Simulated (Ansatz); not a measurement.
# NaLiZnS2: the cost of one run

All numbers are computed with the Python package of Ansatz 0.2.0. The levels of theory stand in the script.

### Step 1. The structure

It takes space group P3m1 (No. 156, trigonal). Conventional cell: a = 3.982 Å, b = 3.982 Å, c = 6.824 Å, α = 90.00°, β = 90.00°, γ = 120.00°. Na (site symmetry 3m) is surrounded by 6 S at 2.84 to 3.04 Å and 3 Li at 3.22 Å. Around Li (site symmetry 3m) lie 4 S at 2.37 to 2.57 Å. Zn (site symmetry 3m) is surrounded by 4 S at 2.32 to 2.45 Å. S (site symmetry 3m) has 3 Zn at 2.45 Å and 1 Li at 2.57 Å and 3 Na at 3.04 Å in its first shell of neighbours. S (site symmetry 3m) has 1 Zn at 2.32 Å and 3 Li at 2.37 Å and 3 Na at 2.84 Å in its first shell of neighbours.

No structure file is read: the coordinates are typed or built in the script.

### Step 2. The code

lattice_nalizns2.py reads:

```python
"""Relaxed cell of NaLiZnS2 under several functionals."""

import warnings

import ansatz as az
import numpy as np

SMEARING = "Fixed"
TOLERANCE = 1e-09
MESH = (6, 6, 4)

def edges_and_angles(cell):
    cell = np.asarray(cell)
    a, b, c = np.linalg.norm(cell, axis=1)
    cosines = cell[1] @ cell[2] / (b * c), cell[0] @ cell[2] / (a * c), cell[0] @ cell[1] / (a * b)
    return (a, b, c, *np.degrees(np.arccos(cosines)))


def main() -> None:
    warnings.simplefilter("ignore", az.DeckWarning)

    system = (
        az.Lattice.from_parameters(3.982056, 3.982056, 6.82385, alpha=90, beta=90, gamma=120)
        .space_group(156)
        .atom("Na", [0.0, 0.0, 0.026164])
        .atom("Li", [1 / 3, 2 / 3, 0.356647])
        .atom("Zn", [2 / 3, 1 / 3, 0.611634])
        .atom("S", [1 / 3, 2 / 3, 0.733812])
        .atom("S", [2 / 3, 1 / 3, 0.271743])
    )

    calculation = system.calculation()
    calculation = calculation.basis(21 * az.Ha)
    calculation = calculation.occupations(SMEARING).scf(tolerance=TOLERANCE)
    calculation = calculation.kpoints(*MESH, center="gamma").relax(cell=True)

    levels = [("lda", "none"), ("blyp", "d3bj"), ("pbesol", "none")]
    print("level            a       b       c    alpha   beta  gamma  V/atom  steps")
    for name, dispersion in levels:
        seen = []
        run = calculation.functional(name, dispersion=dispersion).session().plan()
        outcome = run.execute(on_event=lambda e: seen.append(e) if e["event"] == "relax_step" else None)
        cell = outcome.lattice.cell_ang
        label = name if dispersion == "none" else f"{name}+{dispersion}"
        print("{:13s} {:7.4f} {:7.4f} {:7.4f} {:6.2f} {:6.2f} {:6.2f}".format(label, *edges_and_angles(cell)), f"{abs(np.linalg.det(cell)) / len(outcome.lattice.sites):7.3f} {len(seen):5d}")


if __name__ == "__main__":
    main()
```

### Step 3. Running it

Run with:

```bash
$ python lattice_nalizns2.py
```

**Question.** How long does this script take on 1 thread of Arm Neoverse V2, shared host, and how much memory does it need?

About 2 min, with a peak of 0.49 GiB.
